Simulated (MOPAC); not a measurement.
# KI at PM7: moving one setting at a time

Aim: start from a run with usual settings and see what each changed setting does to the results.

Computed with MOPAC 23.2.5 (PM7, atoms fixed, no spin polarisation, unless a step's input says otherwise).

## Step 1: The starting structure

Symmetry: Fm-3m, No. 225, cubic system. The conventional cell has a = 7.089 Å, b = 7.089 Å, c = 7.089 Å, α = 90.00°, β = 90.00°, γ = 90.00°. K (site symmetry m-3m) is surrounded by 6 I at 3.54 Å. Around I (site symmetry m-3m) lie 6 K at 3.54 Å.

Structure file:

```xyz
2
Lattice="0.0000 3.5446 3.5446 3.5446 0.0000 3.5446 3.5446 3.5446 0.0000" Properties=species:S:1:pos:R:3 pbc="T T T"
K     0.0000    0.0000    0.0000
I     3.5446    3.5446    3.5446
```

## Step 2: The reference run

The gap of PM6 and PM7 is a difference of Hartree-Fock-like orbital energies, with no screening; it often comes out too large, and it hangs on the parameters.

Input file run.mop:

```
PM7 1SCF GRADIENTS AUX(PRECISION=6) THREADS=1
crystal as a cluster of 2x2x2 conventional cells

K 7.089132 1 0.000000 1 0.000000 1
I 10.633698 1 3.544566 1 3.544566 1
K 10.633698 1 3.544566 1 0.000000 1
I 14.178265 1 7.089132 1 3.544566 1
K 10.633698 1 0.000000 1 3.544566 1
I 14.178265 1 3.544566 1 7.089132 1
K 0.000000 1 0.000000 1 0.000000 1
I 3.544566 1 3.544566 1 3.544566 1
K 3.544566 1 3.544566 1 0.000000 1
I 7.089132 1 7.089132 1 3.544566 1
K 7.089132 1 7.089132 1 0.000000 1
I 10.633698 1 10.633698 1 3.544566 1
K 10.633698 1 10.633698 1 0.000000 1
I 14.178265 1 14.178265 1 3.544566 1
K 3.544566 1 0.000000 1 3.544566 1
I 7.089132 1 3.544566 1 7.089132 1
K 7.089132 1 3.544566 1 3.544566 1
I 10.633698 1 7.089132 1 7.089132 1
K 10.633698 1 7.089132 1 3.544566 1
I 14.178265 1 10.633698 1 7.089132 1
K 7.089132 1 0.000000 1 7.089132 1
I 10.633698 1 3.544566 1 10.633698 1
K 10.633698 1 3.544566 1 7.089132 1
I 14.178265 1 7.089132 1 10.633698 1
K 10.633698 1 0.000000 1 10.633698 1
I 14.178265 1 3.544566 1 14.178265 1
K 0.000000 1 7.089132 1 0.000000 1
I 3.544566 1 10.633698 1 3.544566 1
K 3.544566 1 10.633698 1 0.000000 1
I 7.089132 1 14.178265 1 3.544566 1
K 0.000000 1 3.544566 1 3.544566 1
I 3.544566 1 7.089132 1 7.089132 1
K 3.544566 1 7.089132 1 3.544566 1
I 7.089132 1 10.633698 1 7.089132 1
K 7.089132 1 10.633698 1 3.544566 1
I 10.633698 1 14.178265 1 7.089132 1
K 0.000000 1 0.000000 1 7.089132 1
I 3.544566 1 3.544566 1 10.633698 1
K 3.544566 1 3.544566 1 7.089132 1
I 7.089132 1 7.089132 1 10.633698 1
K 7.089132 1 7.089132 1 7.089132 1
I 10.633698 1 10.633698 1 10.633698 1
K 10.633698 1 10.633698 1 7.089132 1
I 14.178265 1 14.178265 1 10.633698 1
K 3.544566 1 0.000000 1 10.633698 1
I 7.089132 1 3.544566 1 14.178265 1
K 7.089132 1 3.544566 1 10.633698 1
I 10.633698 1 7.089132 1 14.178265 1
K 10.633698 1 7.089132 1 10.633698 1
I 14.178265 1 10.633698 1 14.178265 1
K 0.000000 1 10.633698 1 3.544566 1
I 3.544566 1 14.178265 1 7.089132 1
K 0.000000 1 7.089132 1 7.089132 1
I 3.544566 1 10.633698 1 10.633698 1
K 3.544566 1 10.633698 1 7.089132 1
I 7.089132 1 14.178265 1 10.633698 1
K 0.000000 1 3.544566 1 10.633698 1
I 3.544566 1 7.089132 1 14.178265 1
K 3.544566 1 7.089132 1 10.633698 1
I 7.089132 1 10.633698 1 14.178265 1
K 7.089132 1 10.633698 1 10.633698 1
I 10.633698 1 14.178265 1 14.178265 1
K 0.000000 1 10.633698 1 10.633698 1
I 3.544566 1 14.178265 1 14.178265 1
Tv 14.178265 1 0.000000 1 0.000000 1
Tv 0.000000 1 14.178265 1 0.000000 1
Tv 0.000000 1 0.000000 1 14.178265 1
```

Launch:

```console
$ mopac run.mop
```

Output, shortened:

```text
[...]
           Empirical Formula: K32 I32  =    64 atoms
[...]
     SCF FIELD WAS ACHIEVED
[...]
                                                       MOPAC v23.2.5 Linux
          FINAL HEAT OF FORMATION =      -2006.89433 KCAL/MOL =   -8396.84589 KJ/MOL
          H.o.F. per unit cell    =        -62.71545 KCAL, for 32 unit cells, unit cell = K1 I1
          GRADIENT NORM           =        272.35990          =       34.04499 PER ATOM
          IONIZATION POTENTIAL    =         10.371008 EV
          HOMO LUMO ENERGIES (EV) =        -10.371  0.422
          NO. OF FILLED LEVELS    =        128
          MOLECULAR WEIGHT        =       5312.0896         POINT GROUP:  C3v
          VOLUME OF UNIT CELL     =       2850.160 CUBIC ANGSTROMS
          DENSITY                 =          3.095 GRAMS/CC
                              A   =         14.178 ANGSTROMS
                              B   =         14.178 ANGSTROMS
                              C   =         14.178 ANGSTROMS
[...]
                             CARTESIAN COORDINATES
   1    K        7.089132000     0.000000000     0.000000000
   2    I       10.633698000     3.544566000     3.544566000
   3    K       10.633698000     3.544566000     0.000000000
   4    I       14.178265000     7.089132000     3.544566000
   5    K       10.633698000     0.000000000     3.544566000
   6    I       14.178265000     3.544566000     7.089132000
   7    K        0.000000000     0.000000000     0.000000000
   8    I        3.544566000     3.544566000     3.544566000
   9    K        3.544566000     3.544566000     0.000000000
  10    I        7.089132000     7.089132000     3.544566000
  11    K        7.089132000     7.089132000     0.000000000
  12    I       10.633698000    10.633698000     3.544566000
  13    K       10.633698000    10.633698000     0.000000000
[...]
              NET ATOMIC CHARGES AND DIPOLE CONTRIBUTIONS
  ATOM NO.   TYPE          CHARGE      No. of ELECS.   s-Pop       p-Pop       d-Pop
    1          K           0.746874        0.2531     0.00002     0.25310
    2          I          -0.746874        7.7469     1.92955     5.81705     0.00027
    3          K           0.746874        0.2531     0.00002     0.25310
    4          I          -0.746874        7.7469     1.92955     5.81705     0.00027
    5          K           0.746874        0.2531     0.00002     0.25310
    6          I          -0.746874        7.7469     1.92955     5.81705     0.00027
    7          K           0.746874        0.2531     0.00002     0.25310
    8          I          -0.746874        7.7469     1.92955     5.81705     0.00027
    9          K           0.746874        0.2531     0.00002     0.25310
   10          I          -0.746874        7.7469     1.92955     5.81705     0.00027
   11          K           0.746874        0.2531     0.00002     0.25310
   12          I          -0.746874        7.7469     1.92955     5.81705     0.00027
[...]
 * JOB ENDED NORMALLY *
[...]
```

Run time: 3.5 s. Hardware: 1 thread of Arm Neoverse V1, shared host; peak memory 0.051 GiB.

Gap 10.79 eV. The 64 atoms of the cluster fold only a few k-points onto the zone centre, so gap and energy may not be converged in the cluster's size. Much of so wide a gap is the method's own: it has no screening.

## Step 3: Change: CUTOFP = 40

run.mop: that of step 2 with these lines changed.

```diff
@@ -1,2 +1,2 @@
-PM7 1SCF GRADIENTS AUX(PRECISION=6) THREADS=1
+PM7 1SCF CUTOFP=40 GRADIENTS AUX(PRECISION=6) THREADS=1
 crystal as a cluster of 2x2x2 conventional cells
```

Launch:

```console
$ mopac run.mop
```

Output, shortened:

```text
[...]
           Empirical Formula: K32 I32  =    64 atoms
[...]
     SCF FIELD WAS ACHIEVED
[...]
                                                       MOPAC v23.2.5 Linux
          FINAL HEAT OF FORMATION =      -1999.94381 KCAL/MOL =   -8367.76491 KJ/MOL
          H.o.F. per unit cell    =        -62.49824 KCAL, for 32 unit cells, unit cell = K1 I1
          GRADIENT NORM           =        300.75049          =       37.59381 PER ATOM
          IONIZATION POTENTIAL    =         10.356718 EV
          HOMO LUMO ENERGIES (EV) =        -10.357  0.407
          NO. OF FILLED LEVELS    =        128
          MOLECULAR WEIGHT        =       5312.0896         POINT GROUP:  C3v
          VOLUME OF UNIT CELL     =       2850.160 CUBIC ANGSTROMS
          DENSITY                 =          3.095 GRAMS/CC
                              A   =         14.178 ANGSTROMS
                              B   =         14.178 ANGSTROMS
                              C   =         14.178 ANGSTROMS
[...]
              NET ATOMIC CHARGES AND DIPOLE CONTRIBUTIONS
  ATOM NO.   TYPE          CHARGE      No. of ELECS.   s-Pop       p-Pop       d-Pop
    1          K           0.745719        0.2543     0.00002     0.25426
    2          I          -0.745719        7.7457     1.92937     5.81607     0.00027
    3          K           0.745719        0.2543     0.00002     0.25426
    4          I          -0.745719        7.7457     1.92937     5.81607     0.00027
    5          K           0.745719        0.2543     0.00002     0.25426
    6          I          -0.745719        7.7457     1.92937     5.81607     0.00027
    7          K           0.745719        0.2543     0.00002     0.25426
    8          I          -0.745719        7.7457     1.92937     5.81607     0.00027
    9          K           0.745719        0.2543     0.00002     0.25426
   10          I          -0.745719        7.7457     1.92937     5.81607     0.00027
   11          K           0.745719        0.2543     0.00002     0.25426
   12          I          -0.745719        7.7457     1.92937     5.81607     0.00027
[...]
 * JOB ENDED NORMALLY *
[...]
```

Run time: 4.2 s. Hardware: 1 thread of Arm Neoverse V1, shared host; peak memory 0.051 GiB.

Against the reference run the gap moves by -0.03 eV and the energy by +4.7 meV/atom.

## Step 4: Change: method = AM1

run.mop: that of step 3 with these lines changed.

```diff
@@ -1,2 +1,2 @@
-PM7 1SCF CUTOFP=40 GRADIENTS AUX(PRECISION=6) THREADS=1
+AM1 1SCF GRADIENTS AUX(PRECISION=6) THREADS=1
 crystal as a cluster of 2x2x2 conventional cells
```

Launch:

```console
$ mopac run.mop
```

Output, shortened:

```text
[...]
           Empirical Formula: K32 I32  =    64 atoms
[...]
     SCF FIELD WAS ACHIEVED
[...]
                                                       MOPAC v23.2.5 Linux
          FINAL HEAT OF FORMATION =      -3544.43595 KCAL/MOL =  -14829.92002 KJ/MOL
          H.o.F. per unit cell    =       -110.76362 KCAL, for 32 unit cells, unit cell = K1 I1
          GRADIENT NORM           =         41.61140          =       5.20142 PER ATOM
          IONIZATION POTENTIAL    =          9.152845 EV
          HOMO LUMO ENERGIES (EV) =         -9.153  0.096
          NO. OF FILLED LEVELS    =        128
          MOLECULAR WEIGHT        =       5312.0896         POINT GROUP:  C3v
          VOLUME OF UNIT CELL     =       2850.160 CUBIC ANGSTROMS
          DENSITY                 =          3.095 GRAMS/CC
                              A   =         14.178 ANGSTROMS
                              B   =         14.178 ANGSTROMS
                              C   =         14.178 ANGSTROMS
[...]
              NET ATOMIC CHARGES AND DIPOLE CONTRIBUTIONS
  ATOM NO.   TYPE          CHARGE      No. of ELECS.   s-Pop       p-Pop
    1          K           0.401079        0.5989     0.14745     0.45148
    2          I          -0.400765        7.4008     1.89769     5.50308
    3          K           0.401079        0.5989     0.14745     0.45148
    4          I          -0.400765        7.4008     1.89769     5.50308
    5          K           0.401079        0.5989     0.14745     0.45148
    6          I          -0.400765        7.4008     1.89769     5.50308
    7          K           0.401165        0.5988     0.14749     0.45134
    8          I          -0.400226        7.4002     1.89773     5.50249
    9          K           0.400993        0.5990     0.14740     0.45161
   10          I          -0.400226        7.4002     1.89773     5.50249
   11          K           0.400993        0.5990     0.14740     0.45161
   12          I          -0.401306        7.4013     1.89764     5.50366
[...]
 * JOB ENDED NORMALLY *
[...]
```

It took 1.5 s on 1 thread of Arm Neoverse V1, shared host; peak memory 0.022 GiB.

Totals of another method or basis aren't compared here.

## Step 5: Change: method = MNDOD

run.mop: that of step 4 with these lines changed.

```diff
@@ -1,2 +1,2 @@
-AM1 1SCF GRADIENTS AUX(PRECISION=6) THREADS=1
+MNDOD 1SCF GRADIENTS AUX(PRECISION=6) THREADS=1
 crystal as a cluster of 2x2x2 conventional cells
```

Launch:

```console
$ mopac run.mop
```

Output:

```text
[... start of the log left out ...]
    56         I          7.0891     14.1783     10.6337
    57         K          0.0000      3.5446     10.6337
    58         I          3.5446      7.0891     14.1783
    59         K          3.5446      7.0891     10.6337
    60         I          7.0891     10.6337     14.1783
    61         K          7.0891     10.6337     10.6337
    62         I         10.6337     14.1783     14.1783
    63         K          0.0000     10.6337     10.6337
    64         I          3.5446     14.1783     14.1783

 DATA ARE NOT AVAILABLE FOR ELEMENT NO. 19
  I: (MNDO/d): W.THIEL AND A.A.VOITYUK, J. PHYS. CHEM., 100, 616 (1996)

          SOME ELEMENTS HAVE BEEN SPECIFIED FOR WHICH
          NO PARAMETERS ARE AVAILABLE.  CALCULATION STOPPED.

          Parameters for some elements are missing

           Empirical Formula: K32 I32  =    64 atoms

 ******************************************************************************
 *                                                                            *
 *     Error and normal termination messages reported in this calculation     *
 *                                                                            *
 * Parameters for some elements are missing                                   *
 * JOB ENDED NORMALLY                                                         *
 *                                                                            *
 ******************************************************************************

 TOTAL JOB TIME:             0.00 SECONDS

 == MOPAC DONE ==
```

Run time: 0.05 s. Hardware: 1 thread of Arm Neoverse V1, shared host; peak memory 0.013 GiB.

The program refused the job: «Parameters for some elements are missing».

## Step 6: Change: CUTOFP = 10

run.mop: that of step 5 with these lines changed.

```diff
@@ -1,2 +1,2 @@
-MNDOD 1SCF GRADIENTS AUX(PRECISION=6) THREADS=1
+PM7 1SCF CUTOFP=10 GRADIENTS AUX(PRECISION=6) THREADS=1
 crystal as a cluster of 2x2x2 conventional cells
```

Launch:

```console
$ mopac run.mop
```

Output, shortened:

```text
[...]
           Empirical Formula: K32 I32  =    64 atoms
[...]
     SCF FIELD WAS ACHIEVED
[...]
                                                       MOPAC v23.2.5 Linux
          FINAL HEAT OF FORMATION =      -2043.89076 KCAL/MOL =   -8551.63893 KJ/MOL
          H.o.F. per unit cell    =        -63.87159 KCAL, for 32 unit cells, unit cell = K1 I1
          GRADIENT NORM           =        263.98081          =       32.99760 PER ATOM
          IONIZATION POTENTIAL    =         10.447134 EV
          HOMO LUMO ENERGIES (EV) =        -10.447  0.499
          NO. OF FILLED LEVELS    =        128
          MOLECULAR WEIGHT        =       5312.0896         POINT GROUP:  C3v
          VOLUME OF UNIT CELL     =       2850.160 CUBIC ANGSTROMS
          DENSITY                 =          3.095 GRAMS/CC
                              A   =         14.178 ANGSTROMS
                              B   =         14.178 ANGSTROMS
                              C   =         14.178 ANGSTROMS
[...]
              NET ATOMIC CHARGES AND DIPOLE CONTRIBUTIONS
  ATOM NO.   TYPE          CHARGE      No. of ELECS.   s-Pop       p-Pop       d-Pop
    1          K           0.752855        0.2471     0.00002     0.24712
    2          I          -0.752855        7.7529     1.93048     5.82210     0.00027
    3          K           0.752855        0.2471     0.00002     0.24712
    4          I          -0.752855        7.7529     1.93048     5.82210     0.00027
    5          K           0.752855        0.2471     0.00002     0.24712
    6          I          -0.752855        7.7529     1.93048     5.82210     0.00027
    7          K           0.752855        0.2471     0.00002     0.24712
    8          I          -0.752855        7.7529     1.93048     5.82210     0.00027
    9          K           0.752855        0.2471     0.00002     0.24712
   10          I          -0.752855        7.7529     1.93048     5.82210     0.00027
   11          K           0.752855        0.2471     0.00002     0.24712
   12          I          -0.752855        7.7529     1.93048     5.82210     0.00027
[...]
 * JOB ENDED NORMALLY *
[...]
```

Run time: 1.5 s. Hardware: 1 thread of Arm Neoverse V1, shared host; peak memory 0.049 GiB.

Against the reference run the gap moves by +0.15 eV and the energy by -25.1 meV/atom.

## Step 7: Change: ITRY = 3

run.mop: that of step 6 with these lines changed.

```diff
@@ -1,2 +1,2 @@
-PM7 1SCF CUTOFP=10 GRADIENTS AUX(PRECISION=6) THREADS=1
+PM7 1SCF ITRY=3 GRADIENTS AUX(PRECISION=6) THREADS=1
 crystal as a cluster of 2x2x2 conventional cells
```

Launch:

```console
$ mopac run.mop
```

Output:

```text
[... start of the log left out ...]
    54       I          3.54456600  *  10.63369800  *  10.63369800  *
    55       K          3.54456600  *  10.63369800  *   7.08913200  *
    56       I          7.08913200  *  14.17826500  *  10.63369800  *
    57       K          0.00000000  *   3.54456600  *  10.63369800  *
    58       I          3.54456600  *   7.08913200  *  14.17826500  *
    59       K          3.54456600  *   7.08913200  *  10.63369800  *
    60       I          7.08913200  *  10.63369800  *  14.17826500  *
    61       K          7.08913200  *  10.63369800  *  10.63369800  *
    62       I         10.63369800  *  14.17826500  *  14.17826500  *
    63       K          0.00000000  *  10.63369800  *  10.63369800  *
    64       I          3.54456600  *  14.17826500  *  14.17826500  *
    65      Tv         14.17826500  *   0.00000000  *   0.00000000  *
    66      Tv          0.00000000  *  14.17826500  *   0.00000000  *
    67      Tv          0.00000000  *   0.00000000  *  14.17826500  *

          THE SCF CALCULATION FAILED.

          UNABLE TO ACHIEVE SELF-CONSISTENCE

 ******************************************************************************
 *                                                                            *
 *     Error and normal termination messages reported in this calculation     *
 *                                                                            *
 * THE SCF CALCULATION FAILED.                                                *
 * UNABLE TO ACHIEVE SELF-CONSISTENCE                                         *
 * JOB ENDED NORMALLY                                                         *
 *                                                                            *
 ******************************************************************************

 TOTAL JOB TIME:             0.91 SECONDS

 == MOPAC DONE ==
```

Wall time 0.95 s (1 thread of Arm Neoverse V1, shared host); peak memory 0.05 GiB.

The run did not converge: «UNABLE TO ACHIEVE SELF-CONSISTENCE».

## Step 8: Change: cluster = 1x1x1

Input file run.mop:

```
PM7 1SCF GRADIENTS AUX(PRECISION=6) THREADS=1
crystal as a cluster of 1x1x1 conventional cells

K 0.000000 1 0.000000 1 0.000000 1
I 3.544566 1 3.544566 1 3.544566 1
K 3.544566 1 3.544566 1 0.000000 1
I 7.089132 1 7.089132 1 3.544566 1
K 3.544566 1 0.000000 1 3.544566 1
I 7.089132 1 3.544566 1 7.089132 1
K 0.000000 1 3.544566 1 3.544566 1
I 3.544566 1 7.089132 1 7.089132 1
Tv 7.089132 1 0.000000 1 0.000000 1
Tv 0.000000 1 7.089132 1 0.000000 1
Tv 0.000000 1 0.000000 1 7.089132 1
```

Launch:

```console
$ mopac run.mop
```

Output:

```text
[... start of the log left out ...]

     1         K          0.0000      0.0000      0.0000
     2         I          3.5446      3.5446      3.5446
     3         K          3.5446      3.5446      0.0000
     4         I          7.0891      7.0891      3.5446
     5         K          3.5446      0.0000      3.5446
     6         I          7.0891      3.5446      7.0891
     7         K          0.0000      3.5446      3.5446
     8         I          3.5446      7.0891      7.0891

 General Reference for PM7:
 "Optimization of Parameters for Semiempirical Methods VI: More Modifications to the
 NDDO Approximations and Re-optimization of Parameters", J. J. P. Stewart, J. Mol. Mod., 1:32, 19 (2013)

           Empirical Formula: K4 I4  =     8 atoms

          Excessive size of lattice vector summation
          To avoid this problem, pack atoms more tightly in the central unit cell (try MAKPOL)
          To over-ride this safety check, add keyword 'GEO-OK'

 ******************************************************************************
 *                                                                            *
 *     Error and normal termination messages reported in this calculation     *
 *                                                                            *
 * Excessive size of lattice vector summation                                 *
 * JOB ENDED NORMALLY                                                         *
 *                                                                            *
 ******************************************************************************

 TOTAL JOB TIME:             0.01 SECONDS

 == MOPAC DONE ==
```

Run time: 0.05 s. Hardware: 1 thread of Arm Neoverse V1, shared host; peak memory 0.013 GiB.

The program refused the job: «Excessive size of lattice vector summation».

## Step 9: Results

| change | ends | gap (eV) | energy (meV/atom) | pressure (GPa) | time |
| --- | --- | --- | --- | --- | --- |
| none | converged | 10.79 | 0 | – | 3.5 s |
| CUTOFP = 40 | converged | -0.03 | +4.7 | – | 4.2 s |
| method = AM1 | converged | -1.54 | – | – | 1.5 s |
| method = MNDOD | refused | – | – | – | 0.05 s |
| CUTOFP = 10 | converged | +0.15 | -25.1 | – | 1.5 s |
| ITRY = 3 | not converged | – | – | – | 0.95 s |
| cluster = 1x1x1 | refused | – | – | – | 0.05 s |

The first row holds values, the others changes from it. Keys are the program's: temperature in eV (tblite) or K (CP2K), cutoffs in Ry, CUTOFP in Å. Among the numerical settings, CUTOFP = 10 moves the energy most (-25.1 meV/atom). 3 of the 6 changes gave no result. The changed runs test settings; they are no properties of the crystal.
